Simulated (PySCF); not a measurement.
**RbH+: bond curves at several levels of theory**

An exercise on one series of results from a longer session: the logs are not shown, and one member is left open.

The runs use PySCF 2.14.0; Rb x2c-SVPall, H x2c-SVPall, spin-free X2C with a Gaussian nucleus.

The first run:

Settings of the job:

| Item | Value |
| --- | --- |
| atoms | Rb, H |
| charge | 1 |
| basis | Rb x2c-SVPall, H x2c-SVPall |
| Hamiltonian | spin-free X2C with a Gaussian nucleus |
| basis functions | 55 |
| electrons treated | 37 |
| masses in u | 84.9118, 1.0078 |
| levels | PBE0, PBE, r²SCAN, M06-2X, r²SCAN0, BP86, HF, MP2, SCS-MP2, CCSD, CCSD(T) |
| grid | 80 radial by 434 angular points |
| occupations | held fixed by the projection of orbital angular momentum |
| dissociation limit | Rb+ + H, each in its ground configuration |
| starting distance in angstrom | 2.480 |
| values of 2S to try | 1, 3 |

Command:

```sh
$ OMP_NUM_THREADS=1 python dia.py task.json out
```

Among the steps run: Input; The PBE0 curve of the state that the search chose; PBE (GGA); r²SCAN (meta-GGA); M06-2X (hybrid meta-GGA); r²SCAN0 (hybrid meta-GGA); BP86 (GGA); UHF (mean field); Correlated methods on the Hartree–Fock reference.

One table of the session follows, with a row left open; its other results are not shown here.

```
      level  Re (Å)  ωe (cm⁻¹)  De (eV)
        UHF       ?          ?        ?
    UHF-MP2   3.705      121.7    0.018
UHF-SCS-MP2   3.718      119.5    0.017
   UHF-CCSD   3.705      121.2    0.018
UHF-CCSD(T)   3.703      122.0    0.018
        PBE   3.464      162.0    0.043
       BP86   3.544      120.4    0.024
     r²SCAN   3.433      144.2    0.055
       PBE0   3.511      146.6    0.031
    r²SCAN0   3.409      141.8    0.046
```

**Question.** Estimate the row for UHF.

**Answer.** Re (Å): 3.810; ωe (cm⁻¹): 98.9; De (eV): 0.012. In the column «Re (Å)» it is the highest.

De is counted to Rb+ + H in their ground configurations.

Limits of these values: The bond is weak, and basis-set superposition, which was not computed, may be a sizeable part of it.
